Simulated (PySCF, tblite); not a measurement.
# C5H4F4+ (doublet): geometry, infrared bands and EPR parameters

Wanted: the infrared bands and EPR parameters of C5H4F4+ (doublet) (`F[C@@H]1[CH+][CH][C@@H]1C(F)(F)F`), by calculation.

The runs use tblite 0.8.0 and PySCF 2.14.0, with density-fitted response routines of our own; the level of theory stands in each step. All values are computed, except where a source is named. Atoms are numbered from 0 throughout.

**1. The starting structure**

13 atoms, charge 1, multiplicity 2; geometry from: force field or distance geometry start.

Bonds of the start (Å): F0–C1 1.35, C1–C2 1.47, C2–C3 1.41, C3–C4 1.46, C4–C5 1.50, C5–F6 1.35, C5–F7 1.36, C5–F8 1.35, C4–C1 1.54, C1–H9 1.08, C2–H10 1.09, C3–H11 1.09, C4–H12 1.09.

**2. Relaxing the molecule with GFN2-xTB**

The job: settings as JSON, then the geometry in Å.

```
{"job": {"kind": "relax", "xc": "GFN2-xTB", "basis": "xTB"}, "charge": 1, "multiplicity": 2}
F     -1.222600     1.529900     0.097300
C     -0.901800     0.497600    -0.704000
C     -1.562700    -0.728600    -0.238500
C     -0.338600    -1.339900     0.091200
C      0.429300    -0.217900    -0.430200
C      1.347300     0.506500     0.502700
F      0.777000     0.784100     1.693700
F      2.459300    -0.241500     0.751400
F      1.776600     1.668000    -0.041700
H     -1.088300     0.707600    -1.748100
H     -2.474600    -0.768200     0.351800
H     -0.154800    -1.906600     1.009300
H      0.949400    -0.490700    -1.352800
```

The run is started by

```
OMP_NUM_THREADS=1 python probes_run.py task.json out
```

One launch serves the whole session: the jobs run in the order shown.

**Question.** This job is followed by: GFN2-xTB harmonic vibrations, gas phase; UKS B3LYP, pcH-1 on C F H, non-relativistic, mean-field spin-orbit, GIAO. Predict these results of the whole session: strongest single infrared mode (GFN2-xTB); zero-point energy (GFN2-xTB); g(iso) (B3LYP); ⟨S²⟩; largest a(iso) (averaged by class).

**Answer**, as computed:

```
                                 quantity                  value
strongest single infrared mode (GFN2-xTB)  1132 cm⁻¹, 237 km/mol
             zero-point energy (GFN2-xTB)          48.0 kcal/mol
                           g(iso) (B3LYP)                2.00391
                                     ⟨S²⟩     0.753 (exact 0.75)
       largest a(iso) (averaged by class)    1H on H9, 146.7 MHz
```

What this shows: Over 52 steps the energy fell by 0.775 eV; of the close pairs, C4–C5 changed most, 1.496 to 1.572 Å. All 33 modes are real, so the xTB geometry is a minimum. The strongest single mode, at 1132 cm⁻¹, has its largest shares on C5, H12, C4 and F6 (the list is cut at 4 atoms). Unscaled tight-binding wavenumbers are off by several per cent, some by more. Its intensities can rank the bands wrongly. The largest spin populations lie on C2 (0.43 e), C3 (0.35 e). The isotropic g lies 1.6 ppt above the free-electron value. The conformer search found further structures of the same energy, which may be mirror or relabelled copies of this one.
